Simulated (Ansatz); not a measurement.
**CH₂BF₃O: a ladder of functionals and wavefunction methods**

An exercise on one series of results from a longer session: the logs are not shown, and one member is left open.

Computed with Ansatz 0.2.0, Gaussian basis. Level: functionals in def2-TZVPP, the program's frozen cores in correlated methods.

Plan: LDA (SPW92), PBE-D4, revPBE-D4, BLYP-D4, r2SCAN-D4, B97M-V, PBE0-D4, B3LYP-D4, r2SCANh-D4, r2SCAN0-D4, HSE06-D4, BHLYP-D4, CAM-B3LYP-D4, LC-ωPBE, ωB97X-V, ωB97M-V, B2PLYP, PBE-QIDH; CCSD(T)/def2-SVP; CCSD(T)/def2-TZVPP; MP2/def2-QZVPP; extrapolation to the limit; RPA on PBE.

## The relaxed structure

All runs share one geometry, relaxed beforehand with PBE0-D4 in a triple-zeta def2 set.

SMILES `OC(F)B(F)F`, 8 atoms, charge 0, spin multiplicity 1.

Atoms are counted from 1 here; the program's logs count them from 0.

Bond lengths: O1–C2 1.380 Å, O1–H7 0.962 Å, C2–F3 1.386 Å, C2–B4 1.595 Å, C2–H8 1.100 Å, B4–F5 1.314 Å, B4–F6 1.309 Å. Angles: C2–O1–H7 109.7°, O1–C2–F3 110.6°, O1–C2–B4 107.3°, O1–C2–H8 111.6°, F3–C2–B4 110.4°, F3–C2–H8 105.5°, B4–C2–H8 111.5°, C2–B4–F5 119.4°, C2–B4–F6 122.0°, F5–B4–F6 118.6°.

Geometry (Å):

```mol
CH2BF3O
  3D, bonds by distance, orders not assigned

  8  7  0  0  0  0  0  0  0  0999 V2000
   -0.1973   -1.3239    0.4662 O   0  0
    0.4465   -0.1641    0.0864 C   0  0
    1.1667    0.3628    1.1467 F   0  0
   -0.6735    0.8660   -0.3922 B   0  0
   -1.2580    0.6891   -1.5560 F   0  0
   -1.0230    1.8983    0.3330 F   0  0
    0.4454   -2.0331    0.5664 H   0  0
    1.1854   -0.3522   -0.7062 H   0  0
  1  2  8  0
  2  3  8  0
  2  4  8  0
  4  5  8  0
  4  6  8  0
  1  7  8  0
  2  8  8  0
M  END
```

Set-up of the first run:

Input file in.yaml:

```yaml
crystal:
  periodic: [false, false, false]
  atoms:
    - {symbol: O, position_ang: [-0.197280, -1.323941, 0.466184]}
    - {symbol: C, position_ang: [0.446514, -0.164055, 0.086425]}
    - {symbol: F, position_ang: [1.166678, 0.362828, 1.146667]}
    - {symbol: B, position_ang: [-0.673508, 0.866042, -0.392153]}
    - {symbol: F, position_ang: [-1.258007, 0.689134, -1.556032]}
    - {symbol: F, position_ang: [-1.022952, 1.898274, 0.332973]}
    - {symbol: H, position_ang: [0.445402, -2.033054, 0.566411]}
    - {symbol: H, position_ang: [1.185355, -0.352227, -0.706173]}
basis:
  gaussian: {orbitals: def2-TZVPP}
hamiltonian: {xc: lda}
output: {orbitals: {seedname: orbitals}}
```

Launch:

```console
ansatz run in.yaml --threads 4 --pin off --events-out ev --progress --plain --max-ram 10444MiB
```

Steps of the session up to this table: LDA; PBE-D4 (GGA); revPBE-D4 (GGA); BLYP-D4 (GGA); r2SCAN-D4 (meta-GGA); B97M-V (meta-GGA); PBE0-D4 (hybrid); B3LYP-D4 (hybrid); r2SCANh-D4 (hybrid); r2SCAN0-D4 (hybrid); HSE06-D4 (hybrid); BHLYP-D4 (hybrid); CAM-B3LYP-D4 (range-separated); LC-ωPBE (range-separated); ωB97X-V (range-separated); ωB97M-V (range-separated); B2PLYP (double hybrid); PBE-QIDH (double hybrid).

One table of the session follows, with a row left open; its other results are not shown here.

It belongs to the step «Frontier levels by functional». 

| functional | HOMO (eV) | gap (eV) |
| --- | --- | --- |
| LDA (SPW92) | -7.67 | 5.73 |
| PBE-D4 | -7.52 | 5.92 |
| revPBE-D4 | -7.45 | 6.00 |
| BLYP-D4 | ? | ? |
| r2SCAN-D4 | -7.90 | 6.73 |
| B97M-V | -8.05 | 6.82 |
| PBE0-D4 | -9.26 | 8.70 |
| B3LYP-D4 | -9.05 | 8.16 |
| r2SCANh-D4 | -8.55 | 7.74 |
| r2SCAN0-D4 | -9.52 | 9.23 |
| HSE06-D4 | -8.85 | 7.90 |
| BHLYP-D4 | -11.00 | 11.38 |
| CAM-B3LYP-D4 | -10.82 | 11.27 |
| LC-ωPBE | -12.11 | 13.96 |
| ωB97X-V | -11.78 | 13.48 |
| ωB97M-V | -11.68 | 13.06 |

Estimate the missing values for BLYP-D4.

Worked estimate for «HOMO (eV)». Against the share of exact exchange, B3LYP-D4 (0.2, -9.05), BHLYP-D4 (0.5, -11.00) give a slope of -6.50 per unit share; at 0 the line stands at -7.75.

The run gave: HOMO (eV): -7.48; gap (eV): 5.95. In «HOMO (eV)» the line misses by -0.27.
